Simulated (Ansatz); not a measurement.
**Iridium, hcp under r²SCAN: from relaxation to bulk modulus**

The plan for iridium in the hcp structure: relax it, solve it on a dense k-mesh, then scale the cell to 7 volumes from 88 to 112 % of the relaxed one and try a fit of the equation of state. The start is ferromagnetic. The k-meshes are 13×13×7 for the relaxation; 22×22×12 for the dense run; 22×22×12 for the volumes.

This is Ir in the hcp structure; at room conditions it is fcc.

Program: Ansatz 0.2.0. Level of theory: DFT r2SCAN, plane waves (500 eV) with PAW, scalar-relativistic; PBE-made PAW files. These are calculated values, not measurements.

## 1. Starting point

It takes space group P6_3/mmc (No. 194, hexagonal). Conventional cell: a = 2.715 Å, b = 2.715 Å, c = 4.433 Å, α = 90.00°, β = 90.00°, γ = 120.00°. Ir (site symmetry -6m2) is surrounded by 12 Ir at 2.71 Å.

Coordinates:

```xyz
2
Lattice="2.7149 0.0000 0.0000 -1.3574 2.3511 0.0000 0.0000 0.0000 4.4334" Properties=species:S:1:pos:R:3 pbc="T T T"
Ir    0.0000    1.5674    1.1083
Ir    1.3574    0.7837    3.3250
```

The atoms start with moments of +1 ×2 μB.

## 2. Relaxing cell and atoms

input.yaml reads:

```yaml
crystal:
  lattice:
    - [2.7148619862, 0.0, 0.0]
    - [-1.3574309931, 2.3511394478, 0.0]
    - [0.0, 0.0, 4.4333696235]
  atoms:
    - { symbol: Ir, position: [0.3333333333, 0.6666666667, 0.25], spin: 1.0 }
    - { symbol: Ir, position: [0.6666666667, 0.3333333333, 0.75], spin: 1.0 }
hamiltonian:
  xc: r2scan
  pseudopotentials:
    kind: paw
    azcp:
      Ir: "pseudopotentials/Ir.paw.azcp"
basis:
  ecutwfc: 500
  fft_grid_basis: typed
kpoints:
  mp_grid: { grid: [13, 13, 7], shift: [0, 0, 0] }
magnetization:
  spin_polarized: true
scf:
  occupations: { method: fermi_dirac, width: 0.05 }
relax:
  max_steps: 60
  f_tol: 0.01
  cell: {}
output:
  write_density: true
  write_potential: true
  elf: true
  volumetric_format: npy
```

After this run come: Single point on a dense mesh; Volume × 0.88; Volume × 0.92; Volume × 0.96; Volume × 1.0; Volume × 1.04; Volume × 1.08; Volume × 1.12.

Before running it: what results should come out? Wanted: space group; conventional cell; volume; shortest distance; gap on the mesh; magnetic state; relative to fcc; V₀, B₀, B₀′.

**Answer**, as computed:

```
                      quantity                                   value
space group (spins left aside)                      P6_3/mmc (No. 194)
             conventional cell  a = 2.727 Å, c = 4.431 Å (c/a = 1.625)
                        volume                          14.269 Å³/atom
             shortest distance                                 2.718 Å
               gap on the mesh            none (levels filled in part)
                magnetic state                            non-magnetic
               relative to fcc                            +94 meV/atom
                   V₀, B₀, B₀′            14.260 Å³/atom, 373 GPa, 5.1
```

The relaxation enlarged the cell by 0.8 % in volume. It lies 94 meV/atom above the element's reference form at the same level (fcc, from a run of its own). The starting moments do not survive. No gap shows: it is a metal or semimetal at this level. B₀ comes out at 373 GPa, among the stiffest elements; letting shape and positions relax at each volume could only lower it. Relaxation kept the symmetry; phonons were not checked.
